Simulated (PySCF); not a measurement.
**GdOF: structure and properties**

Task: relax GdOF, compute its harmonic modes and analyse its electrons. The structure is generated, not taken from experiment.

Computed with PySCF 2.14.0. Level: PBE0, Gd lcecp-1-SVP with ECP53, O def2-SVP, F def2-SVP; scalar-relativistic core potentials, no spin–orbit coupling.

1 further run of the same task is left out (for a known fault of the program).

## 1. The system as given

3 atoms, charge 0, spin multiplicity 1.

Bond lengths: Gd1–O2 1.830 Å, Gd1–F3 2.109 Å. Angles: O2–Gd1–F3 131.8°.

As a file:

| atom | x (Å) | y (Å) | z (Å) |
| --- | --- | --- | --- |
| Gd1 | 0.00000 | 0.00000 | 0.00000 |
| O2 | 1.67000 | 0.00000 | 0.74740 |
| F3 | -1.92520 | 0.00000 | 0.86160 |

Formal oxidation states: Gd +3. Each metal's 7 4f electrons lie in its core potential, so multiplicities, spins and levels count the valence alone.

## 2. SCF at the start, singlet

run.py (the lines that set the calculation)

```python
mol = gto.M(atom='''
Gd     0.00000     0.00000     0.00000
O      1.67000     0.00000     0.74740
F     -1.92520     0.00000     0.86160''',
    basis={'Gd': 'lcecp-1-SVP', 'O': 'def2-SVP', 'F': 'def2-SVP'},
    ecp={'Gd': 'lcecp-1-SVP'},
    charge=0, spin=0)
mf = dft.RKS(mol, xc='PBE0')
mf.grids.atom_grid = (50, 194)  # f atoms: unpruned, at least (60, 302)
mf = mf.density_fit()  # fitting sets: Gd AutoAux, O def2-universal-JKFIT, F def2-universal-JKFIT
mf.conv_tol = 1e-08; mf.max_cycle = 55
mf.kernel(dm0)  # dm0: free metal ions and neutral atoms
```

On the command line:

```sh
$ OMP_NUM_THREADS=2 python run.py
```

The program printed:

```text
init E= -215.945290780654
  HOMO = -0.194214997832018  LUMO = -0.105993133658469  gap/eV = 2.40064
cycle= 1 E= -210.542435662992  delta_E=  5.4  |g|= 1.07  |ddm|= 2.47
  HOMO = -0.237969282138142  LUMO = -0.0816957996888981  gap/eV = 4.25242
cycle= 2 E= -210.388496971437  delta_E= 0.154  |g|= 1.42  |ddm|= 1.51
  HOMO = -0.239103510479551  LUMO = -0.0866331573918089  gap/eV = 4.14893
cycle= 3 E= -210.731003062105  delta_E= -0.343  |g|= 0.0349  |ddm|= 0.853
  HOMO = -0.246473139586341  LUMO = -0.0841750086217949  gap/eV = 4.41636
cycle= 4 E= -210.730815685347  delta_E= 0.000187  |g|= 0.0536  |ddm|= 0.0933
  HOMO = -0.241463595369283  LUMO = -0.0847715370869651  gap/eV = 4.26381
cycle= 5 E= -210.731455140193  delta_E= -0.000639  |g|= 0.00932  |ddm|= 0.0416
  HOMO = -0.242146246073544  LUMO = -0.08495182458703  gap/eV = 4.27748
cycle= 6 E= -210.731471591344  delta_E= -1.65e-05  |g|= 0.00136  |ddm|= 0.00794
  HOMO = -0.242069532668992  LUMO = -0.0849168758903431  gap/eV = 4.27634
cycle= 7 E= -210.731472027398  delta_E= -4.36e-07  |g|= 0.000234  |ddm|= 0.00171
  HOMO = -0.242073522755734  LUMO = -0.0849110884330386  gap/eV = 4.27661
cycle= 8 E= -210.731472041831  delta_E= -1.44e-08  |g|= 7.75e-05  |ddm|= 0.000359
  HOMO = -0.242081475453995  LUMO = -0.0849144732269735  gap/eV = 4.27673
cycle= 9 E= -210.731472043806  delta_E= -1.98e-09  |g|= 1.73e-05  |ddm|= 0.000164
  HOMO = -0.242084876519632  LUMO = -0.0849120174683122  gap/eV = 4.27689
Extra cycle  E= -210.731472043551  delta_E= 2.56e-10  |g|= 4.17e-05  |ddm|= 6.03e-05
converged SCF energy = -210.731472043551
```

Run time: 2.1 s. Hardware: 2 threads of Arm Neoverse V2, shared host; peak memory 0.31 GiB.

Read off: E = -210.731472 Eh, HOMO -6.59 eV, LUMO -2.31 eV, Mulliken charge on Gd1 +0.94 e. 

## 3. Relaxation, singlet

Steps are kept in the start's point group, Cs.

run.py (the lines that set the calculation)

```python
mol = gto.M(atom='''
Gd     0.05113     0.00000    -0.14682
O      1.72113     0.00000     0.60058
F     -1.87407     0.00000     0.71478''',
    basis={'Gd': 'lcecp-1-SVP', 'O': 'def2-SVP', 'F': 'def2-SVP'},
    ecp={'Gd': 'lcecp-1-SVP'},
    charge=0, spin=0)
mf = dft.RKS(mol, xc='PBE0')
mf.grids.atom_grid = (50, 194)  # f atoms: unpruned, at least (60, 302)
mf = mf.density_fit()  # fitting sets: Gd AutoAux, O def2-universal-JKFIT, F def2-universal-JKFIT
mf.conv_tol = 1e-08; mf.max_cycle = 55
mf.kernel(dm0)  # dm0: an SCF of this state at this start
# quasi-Newton relaxation in Cartesian coordinates to a largest gradient under 0.00045 Eh/bohr, steps kept in the point group
```

On the command line:

```sh
$ OMP_NUM_THREADS=2 python run.py
```

The driver keeps no SCF log for this step, only its results.

Wall time 9.4 s (2 threads of Arm Neoverse V2, shared host).

Step by step:

| step | energy from step 1 (eV) | largest force component (eV/Å) |
| --- | --- | --- |
| 1 | 0.0000 | 1.0296 |
| 2 | -0.0952 | 0.5457 |
| 3 | -0.1637 | 0.9768 |
| 4 | -0.1842 | 0.4975 |
| 5 | -0.1917 | 0.0975 |
| 6 | -0.1918 | 0.0274 |
| 7 | -0.1919 | 0.0003 |

Distances of close pairs at the start and the end, largest changes first:

| bond | before (Å) | after (Å) | change (Å) |
| --- | --- | --- | --- |
| Gd1–F3 | 2.109 | 2.053 | -0.056 |
| Gd1–O2 | 1.830 | 1.840 | +0.011 |

It ends in Cs at E = -210.738523 Eh.

```xyz
3

Gd    0.03322    0.00000   -0.34345
O     1.53872    0.00000    0.71487
F    -1.67375    0.00000    0.79713
```

## 4. The relaxed geometry turned into its symmetry frame

run.py (the lines that set the calculation)

```python
mol = gto.M(atom='''
Gd     0.04328     0.00000    -0.20007
O      1.54877     0.00000     0.85825
F     -1.66369     0.00000     0.94051''',
    basis={'Gd': 'lcecp-1-SVP', 'O': 'def2-SVP', 'F': 'def2-SVP'},
    ecp={'Gd': 'lcecp-1-SVP'},
    charge=0, spin=0)
mf = dft.RKS(mol, xc='PBE0')
mf.grids.atom_grid = (50, 194)  # f atoms: unpruned, at least (60, 302)
mf = mf.density_fit()  # fitting sets: Gd AutoAux, O def2-universal-JKFIT, F def2-universal-JKFIT
mf.conv_tol = 1e-08; mf.max_cycle = 55
mf.kernel(dm0)  # dm0: free metal ions and neutral atoms
```

On the command line:

```sh
$ OMP_NUM_THREADS=2 python run.py
```

The program printed:

```text
init E= -215.957008598543
  HOMO = -0.200525598546291  LUMO = -0.10622960326592  gap/eV = 2.56592
cycle= 1 E= -210.52110732338  delta_E= 5.44  |g|= 1.14  |ddm|= 2.52
  HOMO = -0.249769526225427  LUMO = -0.0753802491061712  gap/eV = 4.74537
cycle= 2 E= -210.337484195142  delta_E= 0.184  |g|= 1.52  |ddm|= 1.61
  HOMO = -0.227664729108301  LUMO = -0.0865977193292338  gap/eV = 3.83863
cycle= 3 E= -210.732296857624  delta_E= -0.395  |g|= 0.16  |ddm|= 0.941
  HOMO = -0.269487091538074  LUMO = -0.0819167032027295  gap/eV = 5.10405
cycle= 4 E= -210.722923396687  delta_E= 0.00937  |g|= 0.271  |ddm|= 0.321
  HOMO = -0.245019918171778  LUMO = -0.0841408897405636  gap/eV = 4.37774
cycle= 5 E= -210.738478445837  delta_E= -0.0156  |g|= 0.0129  |ddm|= 0.179
  HOMO = -0.243946395332869  LUMO = -0.0843621449076579  gap/eV = 4.34251
cycle= 6 E= -210.738521699041  delta_E= -4.33e-05  |g|= 0.00183  |ddm|= 0.0144
  HOMO = -0.243943083859791  LUMO = -0.0842877404830382  gap/eV = 4.34444
cycle= 7 E= -210.738522596248  delta_E= -8.97e-07  |g|= 0.000301  |ddm|= 0.00239
  HOMO = -0.243961438451357  LUMO = -0.0842763685801451  gap/eV = 4.34525
cycle= 8 E= -210.738522623156  delta_E= -2.69e-08  |g|= 7.2e-05  |ddm|= 0.000472
  HOMO = -0.243969458406672  LUMO = -0.0842800192098743  gap/eV = 4.34537
cycle= 9 E= -210.738522625789  delta_E= -2.63e-09  |g|= 1.53e-05  |ddm|= 0.000204
  HOMO = -0.243969768211209  LUMO = -0.0842771716062742  gap/eV = 4.34546
Extra cycle  E= -210.738522625765  delta_E= 2.36e-11  |g|= 2.71e-05  |ddm|= 6.13e-05
converged SCF energy = -210.738522625765
```

Run time: 0.5 s. Hardware: 2 threads of Arm Neoverse V2, shared host.

Result: E = -210.738523 Eh, HOMO -6.64 eV, LUMO -2.29 eV, Mulliken charge on Gd1 +0.91 e. 

## 5. Frequencies and infrared intensities

run.py (the lines that set the calculation), as its differences from that of step 4:

```diff
@@ -10,3 +10,4 @@
 mf = mf.density_fit()  # fitting sets: Gd AutoAux, O def2-universal-JKFIT, F def2-universal-JKFIT
-mf.conv_tol = 1e-08; mf.max_cycle = 55
-mf.kernel(dm0)  # dm0: free metal ions and neutral atoms
+mf.conv_tol = 1e-10; mf.max_cycle = 55
+mf.kernel(dm0)  # dm0: the density of the relaxed state
+# Hessian and dipole derivatives by central differences of gradients, 0.02 bohr
```

On the command line:

```sh
$ OMP_NUM_THREADS=2 python run.py
```

No log is kept here; the results follow.

It took 17 s on 2 threads of Arm Neoverse V2, shared host.

Point group Cs; negative numbers are unstable modes, and those under 60 cm⁻¹ are near the numerical noise:

| cm⁻¹ | km/mol | symmetry |
| --- | --- | --- |
| 178 | 23.1 | a' |
| 553 | 120.6 | a' |
| 826 | 174.1 | a' |

## 6. Properties on a finer grid

run.py (the lines that set the calculation)

```python
mol = gto.M(atom='''
Gd     0.03322     0.00000    -0.34345
O      1.53872     0.00000     0.71487
F     -1.67375     0.00000     0.79713''',
    basis={'Gd': 'lcecp-1-SVP', 'O': 'def2-SVP', 'F': 'def2-SVP'},
    ecp={'Gd': 'lcecp-1-SVP'},
    charge=0, spin=0)
mf = dft.RKS(mol, xc='PBE0')
mf.grids.atom_grid = (75, 302)  # f atoms: unpruned, at least (60, 302)
mf = mf.density_fit()  # fitting sets: Gd AutoAux, O def2-universal-JKFIT, F def2-universal-JKFIT
mf.conv_tol = 1e-09; mf.max_cycle = 55
mf.kernel(dm0)  # dm0: the density of the relaxed state
```

On the command line:

```sh
$ OMP_NUM_THREADS=2 python run.py
```

The program printed:

```text
init E= -210.738524078307
  HOMO = -0.243969089358099  LUMO = -0.0842780320063028  gap/eV = 4.34542
cycle= 1 E= -210.738524078339  delta_E= -3.21e-11  |g|= 4.48e-06  |ddm|= 1.83e-05
  HOMO = -0.243967517769441  LUMO = -0.0842779405286578  gap/eV = 4.34537
Extra cycle  E= -210.738524078316  delta_E= 2.27e-11  |g|= 1.13e-05  |ddm|= 1.01e-05
converged SCF energy = -210.738524078316
```

Run time: 3.6 s. Hardware: 2 threads of Arm Neoverse V2, shared host.

It gives: E = -210.738524 Eh, HOMO -6.64 eV, LUMO -2.29 eV, Mulliken charge on Gd1 +0.91 e, largest force component 0.008 eV/Å. 

Löwdin charges:

| atom | value (e) |
| --- | --- |
| Gd1 | 0.73 |
| O2 | -0.39 |
| F3 | -0.33 |

Mulliken charges: Gd1 +0.91, O2 -0.45, F3 -0.46 e.

Contacts (the nearest donor of each ligand) and Mayer bond orders:

| contact | distance (Å) | bond order |
| --- | --- | --- |
| Gd1–O2 (O) | 1.840 | 2.28 |
| Gd1–F3 (F) | 2.053 | 0.94 |

Mulliken populations of Gd1 outside the core potential: s 2.11, p 6.21, d 1.67, f 0.09.

Orbitals, density, ELF and potential are computed afterwards from the orbital file.

Frontier orbitals at PBE0, with the share of their density that lies nearest to each atom:

| orbital | energy (eV) | lies on |
| --- | --- | --- |
| HOMO-1 | -6.92 | O2 84 %; Gd1 12 % |
| HOMO | -6.64 | O2 78 %; Gd1 17 % |
| LUMO | -2.29 | Gd1 83 %; F3 8 %; O2 8 % |

ELF in a plane through or near 3 of the atoms.

Values, 10 rows by 14 columns:
```
0.00 0.00 0.00 0.00 0.00 0.00 0.01 0.02 0.01 0.00 0.00 0.00 0.00 0.00
0.00 0.00 0.00 0.00 0.00 0.00 0.04 0.11 0.15 0.04 0.00 0.00 0.00 0.00
0.00 0.00 0.00 0.01 0.01 0.08 0.36 0.45 0.41 0.15 0.02 0.00 0.00 0.00
0.00 0.00 0.03 0.15 0.11 0.40 0.85 0.81 0.79 0.08 0.03 0.01 0.00 0.00
0.00 0.01 0.23 0.57 0.67 0.38 0.43 0.35 0.56 0.50 0.62 0.33 0.02 0.00
0.00 0.02 0.41 0.79 0.60 0.71 0.43 0.48 0.35 0.47 0.84 0.58 0.06 0.00
0.00 0.01 0.36 0.76 0.84 0.82 0.39 0.05 0.41 0.83 0.83 0.46 0.04 0.00
0.00 0.00 0.12 0.39 0.58 0.54 0.26 0.02 0.08 0.37 0.33 0.12 0.00 0.00
0.00 0.00 0.00 0.02 0.06 0.04 0.01 0.00 0.00 0.00 0.00 0.00 0.00 0.00
0.00 0.00 0.00 0.00 0.00 0.00 0.00 0.00 0.00 0.00 0.00 0.00 0.00 0.00
```
The map spans 8.5 Å across and 6.7 Å up, centred on the molecule. Atoms in the plane (x, y in Å): Gd1 (-0.1, 0.7), O2 (-1.6, -0.4), F3 (1.7, -0.3).

log10 of the density (e/Å³) in the same plane.

Values, 10 rows by 14 columns:
```
-4.0 -4.0 -4.0 -3.9 -3.8 -3.4 -2.9 -2.7 -2.8 -3.2 -3.7 -4.0 -4.0 -4.0
-4.0 -3.8 -3.5 -3.3 -3.0 -2.5 -1.9 -1.7 -1.8 -2.3 -3.0 -3.6 -4.0 -4.0
-4.0 -3.5 -3.1 -2.7 -2.2 -1.6 -0.8 -0.7 -1.0 -1.8 -2.4 -3.2 -3.8 -4.0
-3.7 -3.3 -2.5 -1.8 -1.3 -0.5  0.4  0.4 -0.1 -1.2 -1.8 -2.4 -3.4 -4.0
-3.6 -2.9 -1.7 -0.9 -0.3 -0.1  0.2  0.1  0.1 -0.2 -0.4 -1.2 -2.6 -3.8
-3.6 -2.7 -1.3 -0.1  1.0  0.6 -0.1 -0.1 -0.2  1.0  0.7 -0.7 -2.2 -3.7
-3.8 -2.8 -1.4 -0.3  0.5  0.4 -0.7 -1.1 -0.6  0.5  0.3 -0.9 -2.4 -3.9
-4.0 -3.3 -2.1 -1.3 -0.9 -0.9 -1.5 -2.0 -1.7 -1.1 -1.2 -1.9 -3.3 -4.0
-4.0 -4.0 -3.3 -2.7 -2.3 -2.3 -2.7 -2.9 -3.0 -2.8 -2.9 -3.5 -4.0 -4.0
-4.0 -4.0 -4.0 -3.8 -3.6 -3.5 -3.6 -3.6 -3.8 -4.0 -4.0 -4.0 -4.0 -4.0
```
The map spans 8.5 Å across and 6.7 Å up, centred on the molecule. Atoms in the plane (x, y in Å): Gd1 (-0.1, 0.7), O2 (-1.6, -0.4), F3 (1.7, -0.3).

On the surface of density 0.002 e/bohr³ the electrostatic potential runs, from the 1st to the 99th percentile, from -2.90 V near O2 to 5.83 V near Gd1.

## 7. What came out

```
                                              quantity                           value
                                 state and point group      singlet in the valence, Cs
                                                 modes  178 to 826 cm⁻¹, none unstable
strongest infrared band (modes within 1.5 cm⁻¹ summed)           826 cm⁻¹ (174 km/mol)
                                     zero-point energy                        0.097 eV
                               ideal gas, 298 K, 1 bar  S = 306.7, Cp = 48.4 J/(mol K)
                                 metal–ligand contacts                  1.84 to 2.05 Å
                                       frontier levels    HOMO -6.64 eV, LUMO -2.29 eV
                                                dipole                          7.60 D
                                   mean polarisability                          4.6 Å³
```

All modes are real, so the structure is a minimum. The metal carries +0.73 e by Löwdin's partition against a formal +3, and bond orders to the nearest donors reach 2.28. Both measures hang on the basis. One start shape was tried, so another isomer may lie lower. The bases are small and lack diffuse functions. Spin–orbit coupling is left out.
